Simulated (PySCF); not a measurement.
# C₃H₅FSSi: electronic excitations and core binding energies

What electronic excitations and core binding energies should C₃H₅FSSi (`F[Si@@H]1CC=CS1`) show?

Computed with PySCF 2.14.0, with density-fitted response routines of our own, on a single molecule in the gas phase. Atoms count from 0, in the outputs and in this text.

### 1 The molecule as given

11 atoms, charge 0, multiplicity 1; geometry from: GFN2-xTB.

Bonds of the start (Å): F0–Si1 1.61, Si1–C2 1.90, C2–C3 1.50, C3–C4 1.32, C4–S5 1.76, S5–Si1 2.14, Si1–H6 1.45, C2–H7 1.09, C2–H8 1.09, C3–H9 1.08, C4–H10 1.08.

### 2 TDDFT and polarisability: PBE0/def2-SVPD

The job: settings as JSON, then the geometry in Å.

```
{"job": {"kind": "uv", "xc": "PBE0", "basis": "def2-SVPD", "nstates": 8, "ntriplets": 3}, "charge": 0, "multiplicity": 1}
F      2.502864    -0.174594     0.999181
Si     1.405869    -0.494693    -0.140528
C      0.182472     0.946248    -0.313179
C     -1.178973     0.436681     0.045934
C     -1.360457    -0.819380     0.423528
S     -0.016467    -1.958098     0.516164
H      2.173959    -0.942961    -1.279614
H      0.164400     1.356590    -1.324077
H      0.452197     1.773658     0.348084
H     -2.010868     1.123468     0.000177
H     -2.309573    -1.244247     0.698367
```

With the program's defaults for keys left out, this is: TDDFT PBE0/def2-SVPD, vertical, gas phase, core orbitals frozen in the response.

Command:

```console
OMP_NUM_THREADS=1 python probes_run.py task.json out
```

One launch serves the whole session: the jobs run in the order shown.

Output:

```text
coarse grid: 10696 points
cycle   1  E = -903.9144802081  dE =  7.227e-01  |g| = 5.408e-01  |ddm| = 5.733e+00
cycle   2  E = -903.8605969599  dE =  5.388e-02  |g| = 7.969e-01  |ddm| = 1.575e+00
cycle   3  E = -903.9738026366  dE = -1.132e-01  |g| = 7.589e-02  |ddm| = 8.108e-01
cycle   4  E = -903.9750162762  dE = -1.214e-03  |g| = 2.537e-02  |ddm| = 1.639e-01
cycle   5  E = -903.9751764136  dE = -1.601e-04  |g| = 8.405e-03  |ddm| = 6.969e-02
cycle   6  E = -903.9751934662  dE = -1.705e-05  |g| = 3.421e-03  |ddm| = 2.285e-02
cycle   7  E = -903.9751963619  dE = -2.896e-06  |g| = 5.906e-04  |ddm| = 5.692e-03
final grid: 95760 points
cycle   8  E = -904.0753411660  dE = -1.524e-05  |g| = 7.554e-03  |ddm| = 7.404e-02
cycle   9  E = -904.0753232262  dE =  1.794e-05  |g| = 1.074e-02  |ddm| = 3.742e-02
cycle  10  E = -904.0753567860  dE = -3.356e-05  |g| = 1.163e-03  |ddm| = 2.683e-02
cycle  11  E = -904.0753571358  dE = -3.498e-07  |g| = 2.785e-04  |ddm| = 2.603e-03
cycle  12  E = -904.0753571561  dE = -2.031e-08  |g| = 6.251e-05  |ddm| = 9.592e-04
cycle  13  E = -904.0753571571  dE = -9.964e-10  |g| = 2.332e-05  |ddm| = 2.239e-04
converged SCF energy = -904.0753571571

Static polarisability (au): isotropic 75.467, principal 57.534 81.820 87.045

Singlet excitations
state   eV       nm        f      main configurations
  1   5.2512    236.1   0.02457   H->L 0.64, H->L+1 0.33
  2   5.6073    221.1   0.05451   H->L+1 0.58, H->L 0.31
  3   5.9523    208.3   0.00993   H->L+2 0.92
  4   6.1277    202.3   0.00441   H->L+3 0.71, H->L+4 0.20
  5   6.5429    189.5   0.06386   H->L+4 0.63, H->L+3 0.22
  6   6.7958    182.4   0.00958   H->L+5 0.96
  7   7.0177    176.7   0.01032   H->L+6 0.82, H->L+7 0.14
  8   7.1442    173.5   0.02784   H->L+7 0.77, H->L+6 0.14

Triplet excitations (Tamm-Dancoff, eV): 3.8593 4.9968 5.6790
```

Wall time 45 s (1 thread of Arm Neoverse N1, shared host); peak memory 0.7 GiB.

Frontier orbitals and where they lie:

```csv
orbital,eV,atoms
HOMO−3,-9.60,"S5 18 %, Si1 17 %, C2 16 %"
HOMO−2,-9.34,"S5 32 %, C4 28 %, C3 15 %"
HOMO−1,-8.89,"S5 47 %, C2 18 %, Si1 16 %"
HOMO,-6.61,"S5 43 %, C3 23 %, C4 19 %"
LUMO,-0.22,"C4 26 %, C3 19 %, Si1 14 %"
LUMO+1,0.15,"S5 33 %, Si1 20 %, C4 12 %"
LUMO+2,0.58,"S5 35 %, Si1 22 %, H6 8 %"
```

With each of the 8 states as a Gaussian band of 0.4 eV half-width at 1/e, the curve within the window shown has maxima at 223 nm (ε 2,900), 188 nm (ε 3,200) L/(mol cm). Beyond the last state computed it falls off for lack of states. The curve at chosen wavelengths:

```json
{"nm": "167", "ε (L/mol/cm)": "820"}
{"nm": "171", "ε (L/mol/cm)": "1493"}
{"nm": "175", "ε (L/mol/cm)": "2094"}
{"nm": "179", "ε (L/mol/cm)": "2569"}
{"nm": "183", "ε (L/mol/cm)": "2983"}
{"nm": "187", "ε (L/mol/cm)": "3227"}
{"nm": "191", "ε (L/mol/cm)": "3111"}
{"nm": "195", "ε (L/mol/cm)": "2656"}
{"nm": "199", "ε (L/mol/cm)": "2133"}
{"nm": "203", "ε (L/mol/cm)": "1825"}
{"nm": "207", "ε (L/mol/cm)": "1844"}
{"nm": "211", "ε (L/mol/cm)": "2122"}
{"nm": "215", "ε (L/mol/cm)": "2496"}
{"nm": "219", "ε (L/mol/cm)": "2795"}
{"nm": "223", "ε (L/mol/cm)": "2909"}
{"nm": "227", "ε (L/mol/cm)": "2813"}
{"nm": "231", "ε (L/mol/cm)": "2545"}
{"nm": "235", "ε (L/mol/cm)": "2172"}
{"nm": "239", "ε (L/mol/cm)": "1761"}
{"nm": "243", "ε (L/mol/cm)": "1361"}
{"nm": "247", "ε (L/mol/cm)": "1005"}
{"nm": "251", "ε (L/mol/cm)": "708"}
{"nm": "255", "ε (L/mol/cm)": "477"}
{"nm": "259", "ε (L/mol/cm)": "307"}
{"nm": "263", "ε (L/mol/cm)": "190"}
{"nm": "267", "ε (L/mol/cm)": "112"}
```

Leading natural transition orbitals of singlet state 5: the hole lies on S5 49 %; C3 23 %; C4 12 %; the particle on S5 19 %; H6 14 %; Si1 12 %.

Leading natural transition orbitals of singlet state 1: the hole lies on S5 51 %; C3 23 %; C4 12 %; the particle on S5 23 %; Si1 18 %; H6 13 %.

Ground-state properties from the same run:

```csv
property,computed
dipole moment (D),2.50
polarisability (Å³),11.18
HOMO–LUMO gap (eV),6.39
−ε(HOMO) (eV),6.61
```

The fields below are evaluated on a grid from the run's orbitals.

Frontier orbitals at PBE0/def2-SVPD, with the share of their density that lies nearest to each atom:

| orbital | energy (eV) | lies on |
| --- | --- | --- |
| HOMO | -6.61 | S5 47 %; C3 24 %; C4 13 % |
| LUMO | -0.22 | C3, C4 about 21 % each; Si1 10 %; S5 9 % |

ELF in a plane through or near 7 of the atoms.

Values, 10 rows by 14 columns:
```
0.00 0.00 0.00 0.00 0.00 0.00 0.00 0.00 0.00 0.00 0.00 0.00 0.00 0.00
0.00 0.00 0.00 0.00 0.00 0.08 0.52 0.73 0.52 0.03 0.00 0.00 0.00 0.00
0.00 0.00 0.00 0.00 0.01 0.28 0.81 0.68 0.77 0.06 0.03 0.05 0.00 0.00
0.00 0.00 0.01 0.04 0.11 0.68 0.59 0.37 0.83 0.69 1.00 0.98 0.11 0.00
0.00 0.00 0.01 0.18 0.10 0.74 0.39 0.14 0.53 0.21 0.74 0.46 0.01 0.00
0.00 0.00 0.01 0.09 0.13 0.17 0.93 0.65 0.19 0.31 0.32 0.03 0.00 0.00
0.00 0.00 0.00 0.01 0.07 0.40 0.35 0.27 0.57 0.96 1.00 0.86 0.00 0.00
0.00 0.00 0.00 0.00 0.01 0.07 0.39 0.38 0.04 0.24 0.81 0.16 0.00 0.00
0.00 0.00 0.00 0.00 0.00 0.00 0.03 0.03 0.00 0.00 0.00 0.00 0.00 0.00
0.00 0.00 0.00 0.00 0.00 0.00 0.00 0.00 0.00 0.00 0.00 0.00 0.00 0.00
```
The map spans 9.9 Å across and 9.3 Å up, centred on the molecule. Atoms in the plane (x, y in Å): Si1 (-1.4, 0.4), C2 (-0.2, -1.0), C3 (1.2, -0.4), C4 (1.4, 0.9), S5 (0.0, 2.0), H9 (2.0, -1.1), H10 (2.3, 1.4).

On the surface of density 0.002 e/bohr³ the electrostatic potential runs, from the 1st to the 99th percentile, from -1.02 V near F0 to 1.42 V near Si1.

### 3 X-ray photoelectron lines: SCAN, X2C

Same as in step 2 but for these lines:

```diff
@@ -1,2 +1,2 @@
-{"job": {"kind": "uv", "xc": "PBE0", "basis": "def2-SVPD", "nstates": 8, "ntriplets": 3}, "charge": 0, "multiplicity": 1}
+{"job": {"kind": "xps"}, "charge": 0, "multiplicity": 1}
 F      2.502864    -0.174594     0.999181
```

Method: delta-SCF UKS SCAN, pcX-2 on the ionised atom, pcseg-1 elsewhere, spin-free X2C.

Output:

```text
ground state, core basis on atom 0 (F), 148 functions
  cycle   1  E = -906.40910536  |g| = 7.27e-01
  cycle   2  E = -906.22433069  |g| = 1.31e+00
  cycle   3  E = -906.50271528  |g| = 1.53e-01
  cycle   4  E = -906.50784173  |g| = 4.74e-02
  cycle   5  E = -906.50832578  |g| = 1.92e-02
  cycle   6  E = -906.50838757  |g| = 1.23e-02
  cycle   7  E = -906.50842654  |g| = 3.17e-03
  cycle   8  E = -906.50843016  |g| = 1.35e-03
  cycle   9  E = -906.50843080  |g| = 2.43e-04
  E(ground) = -906.55840779 Eh
hole in F 1s of atom 0
  cycle   1  E = -880.16000482  |g| = 2.58e+00
  cycle   2  E = -879.62376634  |g| = 2.29e+00
  cycle   3  E = -880.83075959  |g| = 5.96e-01
  cycle   4  E = -880.91774927  |g| = 4.47e-01
  cycle   5  E = -881.05001794  |g| = 1.25e-01
  cycle   6  E = -881.05483609  |g| = 9.52e-02
  cycle   7  E = -881.05996679  |g| = 8.81e-03
  cycle   8  E = -881.06000975  |g| = 4.12e-03
  cycle   9  E = -881.06001992  |g| = 1.48e-03
  cycle  10  E = -881.06002101  |g| = 5.39e-04
  cycle  11  E = -881.06002085  |g| = 1.29e-04
  E(ion) = -881.11694142 Eh   <S^2> = 0.7569   hole on atom = 1.000   binding energy = 692.298 eV
ground state, core basis on atom 1 (Si), 159 functions
  cycle   1  E = -906.56734954  |g| = 3.08e-01
  cycle   2  E = -906.56344166  |g| = 1.95e-01
  cycle   3  E = -906.56466426  |g| = 1.70e-01
  cycle   4  E = -906.56927685  |g| = 1.36e-02
  cycle   5  E = -906.56930187  |g| = 5.28e-03
  cycle   6  E = -906.56931185  |g| = 1.49e-03
  cycle   7  E = -906.56930861  |g| = 3.70e-04
  E(ground) = -906.57272377 Eh
hole in Si 1s of atom 1
  cycle   1  E = -837.58803720  |g| = 4.35e+00
  cycle   2  E = -836.41407222  |g| = 2.60e+00
  cycle   3  E = -834.61686338  |g| = 1.99e+00
  cycle   4  E = -837.99890387  |g| = 1.09e+00
  cycle   5  E = -838.59961376  |g| = 2.98e-01
  cycle   6  E = -838.62216890  |g| = 2.09e-01
  cycle   7  E = -838.64045813  |g| = 9.42e-02
  cycle   8  E = -838.64548373  |g| = 1.90e-02
  cycle   9  E = -838.64564792  |g| = 6.16e-03
  cycle  10  E = -838.64566699  |g| = 2.27e-03
  cycle  11  E = -838.64566952  |g| = 8.37e-04
  cycle  12  E = -838.64566868  |g| = 3.06e-04
  E(ion) = -838.65848748 Eh   <S^2> = 0.7524   hole on atom = 1.000   binding energy = 1848.040 eV
hole in Si 2p of atom 1
  cycle   1  E = -902.25400767  |g| = 1.24e+00
  cycle   2  E = -901.31536439  |g| = 1.61e+00
  cycle   3  E = -902.37192819  |g| = 5.36e-01
  cycle   4  E = -902.56352261  |g| = 1.69e-01
  cycle   5  E = -902.56686595  |g| = 1.59e-01
  cycle   6  E = -902.57990767  |g| = 3.21e-02
  cycle   7  E = -902.58041793  |g| = 1.12e-02
  cycle   8  E = -902.58045942  |g| = 6.28e-03
  cycle   9  E = -902.58047598  |g| = 1.30e-03
  cycle  10  E = -902.58047688  |g| = 5.68e-04
  cycle  11  E = -902.58047703  |g| = 2.19e-04
  E(ion) = -902.59585869 Eh   <S^2> = 0.7519   hole on atom = 1.003   binding energy = 108.216 eV
  2p3/2 = 108.057 eV   2p1/2 = 108.685 eV
ground state, core basis on atom 2 (C), 148 functions
  cycle   1  E = -906.46516692  |g| = 6.46e-02
  cycle   2  E = -906.46501738  |g| = 4.32e-02
  cycle   3  E = -906.46526459  |g| = 2.90e-02
  cycle   4  E = -906.46541352  |g| = 7.82e-03
  cycle   5  E = -906.46542875  |g| = 1.81e-03
  cycle   6  E = -906.46542513  |g| = 7.17e-04
  cycle   7  E = -906.46542845  |g| = 1.01e-04
  E(ground) = -906.51089338 Eh
hole in C 1s of atom 2
  cycle   1  E = -895.20522359  |g| = 1.51e+00
  cycle   2  E = -894.32428691  |g| = 1.92e+00
  cycle   3  E = -895.65099569  |g| = 4.87e-01
  cycle   4  E = -895.68388106  |g| = 4.03e-01
  cycle   5  E = -895.77832472  |g| = 6.48e-02
  cycle   6  E = -895.77974409  |g| = 3.22e-02
  cycle   7  E = -895.78011972  |g| = 1.10e-02
  cycle   8  E = -895.78016520  |g| = 4.56e-03
  cycle   9  E = -895.78017905  |g| = 1.96e-03
  cycle  10  E = -895.78018924  |g| = 1.32e-03
  cycle  11  E = -895.78019542  |g| = 8.89e-04
  cycle  12  E = -895.78020074  |g| = 6.19e-04
  cycle  13  E = -895.78020257  |g| = 3.45e-04
  E(ion) = -895.82471881 Eh   <S^2> = 0.7700   hole on atom = 1.000   binding energy = 290.786 eV
ground state, core basis on atom 3 (C), 148 functions
  cycle   1  E = -906.46651101  |g| = 5.84e-02
  cycle   2  E = -906.46631908  |g| = 3.34e-02
  cycle   3  E = -906.46617800  |g| = 4.00e-02
  cycle   4  E = -906.46658265  |g| = 8.26e-03
  cycle   5  E = -906.46660242  |g| = 4.72e-04
  E(ground) = -906.51250737 Eh
hole in C 1s of atom 3
  cycle   1  E = -895.20604303  |g| = 1.52e+00
  cycle   2  E = -893.79293423  |g| = 2.16e+00
  cycle   3  E = -895.58751401  |g| = 5.75e-01
  cycle   4  E = -895.64309831  |g| = 4.87e-01
  cycle   5  E = -895.79198086  |g| = 9.58e-02
  cycle   6  E = -895.79522061  |g| = 4.64e-02
  cycle   7  E = -895.79637339  |g| = 1.33e-02
  cycle   8  E = -895.79650220  |g| = 4.50e-03
  cycle   9  E = -895.79652283  |g| = 3.16e-03
  cycle  10  E = -895.79654100  |g| = 1.78e-03
  cycle  11  E = -895.79654366  |g| = 1.32e-03
  cycle  12  E = -895.79654609  |g| = 3.98e-04
  E(ion) = -895.84222550 Eh   <S^2> = 0.7892   hole on atom = 1.000   binding energy = 290.353 eV
ground state, core basis on atom 4 (C), 148 functions
  cycle   1  E = -906.46652951  |g| = 6.13e-02
  cycle   2  E = -906.46591166  |g| = 5.47e-02
  cycle   3  E = -906.46617343  |g| = 4.42e-02
  cycle   4  E = -906.46670016  |g| = 7.31e-03
  cycle   5  E = -906.46671608  |g| = 8.25e-04
  cycle   6  E = -906.46671848  |g| = 2.14e-04
  E(ground) = -906.51286115 Eh
hole in C 1s of atom 4
  cycle   1  E = -895.18155882  |g| = 1.52e+00
  cycle   2  E = -893.97144886  |g| = 2.12e+00
  cycle   3  E = -895.65629798  |g| = 4.76e-01
  cycle   4  E = -895.72824564  |g| = 2.75e-01
  cycle   5  E = -895.75718007  |g| = 1.42e-01
  cycle   6  E = -895.76964736  |g| = 3.94e-02
  cycle   7  E = -895.77065595  |g| = 1.18e-02
  cycle   8  E = -895.77081473  |g| = 6.46e-03
  cycle   9  E = -895.77089589  |g| = 5.12e-03
  cycle  10  E = -895.77095517  |g| = 3.91e-03
  cycle  11  E = -895.77098521  |g| = 2.57e-03
  cycle  12  E = -895.77099277  |g| = 1.25e-03
  cycle  13  E = -895.77099247  |g| = 3.53e-04
  E(ion) = -895.81776491 Eh   <S^2> = 0.8284   hole on atom = 1.000   binding energy = 291.028 eV
ground state, core basis on atom 5 (S), 159 functions
  cycle   1  E = -906.61199092  |g| = 4.05e-01
  cycle   2  E = -906.61162926  |g| = 5.42e-02
  cycle   3  E = -906.61018511  |g| = 9.18e-02
  cycle   4  E = -906.61236876  |g| = 1.20e-02
  cycle   5  E = -906.61239447  |g| = 7.94e-03
  cycle   6  E = -906.61241238  |g| = 1.24e-03
  cycle   7  E = -906.61241283  |g| = 1.41e-04
  E(ground) = -906.64414895 Eh
hole in S 1s of atom 5
  cycle   1  E = -814.37142639  |g| = 5.08e+00
  cycle   2  E = -814.10908562  |g| = 2.41e+00
  cycle   3  E = -813.69681125  |g| = 1.73e+00
  cycle   4  E = -815.49138227  |g| = 4.16e-01
  cycle   5  E = -815.55037344  |g| = 2.96e-01
  cycle   6  E = -815.59183016  |g| = 8.47e-02
  cycle   7  E = -815.59439152  |g| = 3.73e-02
  cycle   8  E = -815.59507741  |g| = 5.92e-03
  cycle   9  E = -815.59508393  |g| = 4.18e-03
  cycle  10  E = -815.59509228  |g| = 9.40e-04
  cycle  11  E = -815.59509230  |g| = 4.50e-04
  E(ion) = -815.61781577 Eh   <S^2> = 0.7514   hole on atom = 1.000   binding energy = 2476.953 eV
hole in S 2p of atom 5
  cycle   1  E = -899.92399882  |g| = 1.53e+00
  cycle   2  E = -899.38392464  |g| = 1.56e+00
  cycle   3  E = -900.08885070  |g| = 6.78e-01
  cycle   4  E = -900.33662323  |g| = 2.63e-01
  cycle   5  E = -900.36611952  |g| = 1.20e-01
  cycle   6  E = -900.37254547  |g| = 4.40e-02
  cycle   7  E = -900.37340173  |g| = 1.13e-02
  cycle   8  E = -900.37343945  |g| = 6.16e-03
  cycle   9  E = -900.37345496  |g| = 1.51e-03
  cycle  10  E = -900.37345661  |g| = 7.19e-04
  cycle  11  E = -900.37345719  |g| = 4.45e-04
  E(ion) = -900.41059666 Eh   <S^2> = 0.7545   hole on atom = 1.001   binding energy = 169.624 eV
  2p3/2 = 169.083 eV   2p1/2 = 170.320 eV
```

Wall time 2.2 min (1 thread of Arm Neoverse N1, shared host); peak memory 0.45 GiB.

Binding energies by hole, beside the orbital energy of the ground state; the difference holds orbital relaxation and, for a density functional, its self-interaction error:

```
       hole  stands for                                         environment  ΔSCF (eV; 2p as the shell's mean)  −ε (eV)   ⟨S²⟩
  F1s on F0          F0                               fluorine bonded to Si                             692.30    666.6  0.757
Si1s on Si1         Si1  silicon bonded to C, F, S, H, in a 5-membered ring                            1848.04   1794.9  0.752
Si2p on Si1         Si1  silicon bonded to C, F, S, H, in a 5-membered ring                             108.27     97.6  0.752
  C1s on C2          C2                        allylic sp3 CH2 bonded to Si                             290.79    274.1  0.770
  C1s on C3          C3                                           alkene CH                             290.35    274.1  0.789
  C1s on C4          C4                                           alkene CH                             291.03    274.7  0.828
  S1s on S5          S5        sulfur bonded to C, Si, in a 5-membered ring                            2476.95   2415.0  0.751
  S2p on S5          S5        sulfur bonded to C, Si, in a 5-membered ring                             169.50    158.1  0.754
```

With the spin-orbit splitting: Si1 2p3/2 108.06, 2p1/2 108.69 eV; S5 2p3/2 169.08, 2p1/2 170.32 eV. The table gives each 2p level as the mean over the whole 2p shell (two parts 2p3/2, one part 2p1/2), which differs a little from the single hole in the log.

### 4 Outcome

```
                                quantity                               value
         lowest singlet (PBE0/def2-SVPD)         5.25 eV (236 nm), f = 0.025
brightest single state of those computed         state 5, 6.54 eV, f = 0.064
                          lowest triplet                             3.86 eV
   surface potential, 1st and 99th percentile                  -1.02 V and 1.42 V
        C1s binding energies, SCAN/pcX-2  C4 291.03, C2 290.79, C3 290.35 eV
        F1s binding energies, SCAN/pcX-2                        F0 692.30 eV
       Si1s binding energies, SCAN/pcX-2                      Si1 1848.04 eV
       Si2p binding energies, SCAN/pcX-2                       Si1 108.27 eV
        S1s binding energies, SCAN/pcX-2                       S5 2476.95 eV
        S2p binding energies, SCAN/pcX-2                        S5 169.50 eV
```

**Reading.** The first singlet state (HOMO→LUMO 0.64, HOMO→LUMO+1 0.33) lies at 5.25 eV and is weak; of the 8 states computed, the strongest absorption comes from state 5 at 6.54 eV. The lowest triplet lies 1.39 eV below the lowest singlet (triplets in Tamm-Dancoff, singlets in full TDDFT). C4 (alkene CH) binds its C1s electron 0.68 eV more tightly than C3 (alkene CH).
